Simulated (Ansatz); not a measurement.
# C₃H₈B₂S: up Jacob's ladder to CCSD(T)

How much do the methods differ for C₃H₈B₂S? The plan is to run it at one geometry with functionals of several rungs and with coupled cluster, and see how far each lands from CCSD(T) at the basis-set limit for the atomisation energy.

Computed with Ansatz 0.2.0, Gaussian basis. Level: functionals in def2-TZVPP, the program's frozen cores in correlated methods.

The runs, in order: PBE-D4, r2SCAN-D4, PBE0-D4, B3LYP-D4, ωB97X-V, ωB97M-V, B2PLYP; CCSD(T)/def2-TZVPP; MP2/def2-QZVPP; extrapolation to the limit.

**1. The relaxed structure**

All runs share one geometry, relaxed beforehand with PBE0-D4 in a triple-zeta def2 set.

SMILES `BS/C=C/BC`, 14 atoms, charge 0, spin multiplicity 1.

Atoms are counted from 1 here; the program's logs count them from 0.

Bond lengths: B1–S2 1.763 Å, B1–H7 1.192 Å, B1–H8 1.191 Å, S2–C3 1.749 Å, C3–C4 1.340 Å, C3–H9 1.086 Å, C4–B5 1.543 Å, C4–H10 1.089 Å, B5–C6 1.560 Å, B5–H11 1.202 Å, C6–H12 1.097 Å, C6–H13 1.092 Å, C6–H14 1.097 Å. Angles: S2–B1–H7 120.4°, S2–B1–H8 116.3°, H7–B1–H8 123.3°, B1–S2–C3 104.3°, S2–C3–C4 123.3°, S2–C3–H9 114.6°, C4–C3–H9 122.1°, C3–C4–B5 122.1°, C3–C4–H10 117.4°, B5–C4–H10 120.4°, C4–B5–C6 124.9°, C4–B5–H11 117.5°, C6–B5–H11 117.6°, B5–C6–H12 109.1°, B5–C6–H13 117.0°, B5–C6–H14 109.2°, H12–C6–H13 108.2°, H12–C6–H14 104.5° and more.

As a file:

| atom | x (Å) | y (Å) | z (Å) |
| --- | --- | --- | --- |
| B1 | 1.5138 | -2.6307 | -1.4394 |
| S2 | 0.1881 | -2.5410 | -0.2810 |
| C3 | -0.0333 | -0.8280 | -0.0081 |
| C4 | -0.9589 | -0.3291 | 0.8220 |
| B5 | -1.1305 | 1.1887 | 1.0429 |
| C6 | -0.2769 | 2.2941 | 0.3483 |
| H7 | 2.0308 | -1.6352 | -1.8430 |
| H8 | 1.8444 | -3.7231 | -1.7784 |
| H9 | 0.6437 | -0.1899 | -0.5681 |
| H10 | -1.5978 | -1.0382 | 1.3457 |
| H11 | -1.9865 | 1.5455 | 1.8074 |
| H12 | -0.9439 | 2.9774 | -0.1919 |
| H13 | 0.4991 | 1.9593 | -0.3426 |
| H14 | 0.1950 | 2.9209 | 1.1151 |

**2. PBE-D4 (GGA)**

in.yaml reads:

```yaml
crystal:
  periodic: [false, false, false]
  atoms:
    - {symbol: B, position_ang: [1.513813, -2.630700, -1.439431]}
    - {symbol: S, position_ang: [0.188071, -2.541002, -0.280973]}
    - {symbol: C, position_ang: [-0.033266, -0.827984, -0.008095]}
    - {symbol: C, position_ang: [-0.958894, -0.329076, 0.821974]}
    - {symbol: B, position_ang: [-1.130489, 1.188655, 1.042915]}
    - {symbol: C, position_ang: [-0.276890, 2.294129, 0.348324]}
    - {symbol: H, position_ang: [2.030780, -1.635179, -1.843009]}
    - {symbol: H, position_ang: [1.844369, -3.723053, -1.778404]}
    - {symbol: H, position_ang: [0.643728, -0.189902, -0.568149]}
    - {symbol: H, position_ang: [-1.597750, -1.038187, 1.345747]}
    - {symbol: H, position_ang: [-1.986515, 1.545461, 1.807427]}
    - {symbol: H, position_ang: [-0.943893, 2.977355, -0.191897]}
    - {symbol: H, position_ang: [0.499051, 1.959316, -0.342591]}
    - {symbol: H, position_ang: [0.194986, 2.920866, 1.115061]}
basis:
  gaussian: {orbitals: def2-TZVPP}
hamiltonian: {xc: pbe, dispersion: d4}
output: {forces: true, orbitals: {seedname: orbitals}}
```

Started as:

```bash
$ ansatz run in.yaml --threads 4 --pin off --events-out ev --progress --plain --max-ram 10444MiB
```

The runs that follow: r2SCAN-D4 (meta-GGA); PBE0-D4 (hybrid); B3LYP-D4 (hybrid); ωB97X-V (range-separated); ωB97M-V (range-separated); B2PLYP (double hybrid); CCSD(T) in def2-TZVPP; MP2 in def2-QZVPP.

Q: Predict the results of all the runs planned. Wanted: atomisation energy, CCSD(T)/CBS; farthest; mean size of error, hybrid; mean size of error, range-separated; gap, smallest and largest; T1 diagnostic; triples share of the correlation energy.

As calculated:

| quantity | value |
| --- | --- |
| atomisation energy, CCSD(T)/CBS | 5428.5 kJ/mol |
| functionals within 27.1 kJ/mol (0.5 %) | B2PLYP |
| farthest | PBE-D4 (+155.7 kJ/mol) |
| mean size of error, hybrid | 66.1 kJ/mol |
| mean size of error, range-separated | 42.4 kJ/mol |
| gap, smallest and largest | 3.49 eV (PBE-D4), 9.57 eV (ωB97X-V) |
| T1 diagnostic | 0.0134 |
| triples share of the correlation energy | 4.4 % |

In words: PBE-D4 is off by +155.7 kJ/mol. Double hybrids carry the basis error of their MP2 part in triple zeta, and no dispersion term here, so their miss is partly the set-up's. Misses under about 27.1 kJ/mol are within the doubt on the reference itself, which lacks core-valence correlation, relativity and higher excitations. Hartree-Fock recovers 77 % of the binding; the rest is correlation. Orbital gaps span 3.5 to 9.6 eV; exact exchange widens them.
